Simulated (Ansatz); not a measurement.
# CH3Se: the cost of one run

All numbers below are computed with Ansatz 0.2.0 (RKS r2SCAN-D4/def2-TZVP).

**1. The structure to begin with**

Bond lengths: C1–Se2 1.911 Å, C1–H3 1.109 Å, C1–H4 1.109 Å, Se2–H5 1.493 Å. Angles: C1–Se2–H5 98.0°, Se2–C1–H3 104.4°, Se2–C1–H4 104.6°, H3–C1–H4 105.1°.

Coordinates:

```xyz
5

C    -0.5584   -0.4065    0.0919
Se    1.0510    0.5969   -0.1417
H    -0.4292   -0.9116    1.0705
H    -0.4941   -1.2161   -0.6627
H     0.4308    1.9373   -0.3578
```

**2. End point A**

input.yaml

```yaml
crystal:
  periodic: [false, false, false]
  atoms:
    - { symbol: C, position_ang: [-0.55838, -0.40647, 0.09186] }
    - { symbol: Se, position_ang: [1.05097, 0.59688, -0.14175] }
    - { symbol: H, position_ang: [-0.42923, -0.91159, 1.07048] }
    - { symbol: H, position_ang: [-0.49413, -1.21611, -0.66275] }
    - { symbol: H, position_ang: [0.43078, 1.93729, -0.35784] }
total_charge: -1
basis:
  gaussian: { orbitals: def2-TZVP }
hamiltonian:
  xc: r2scan
  dispersion: d4
relax:
  f_tol: 0.015
  max_steps: 40
output:
  orbitals: {}
```

Command:

```console
$ ansatz run input.yaml --threads 2 --pin off --max-ram 3072MiB --backend cpu --events-out ev --progress --plain --runs-dir out
```

What time and memory should one allow on 2 threads of Intel Xeon Platinum 8488C (Sapphire Rapids), shared host?

About 9.9 s, with a peak of 0.18 GiB.
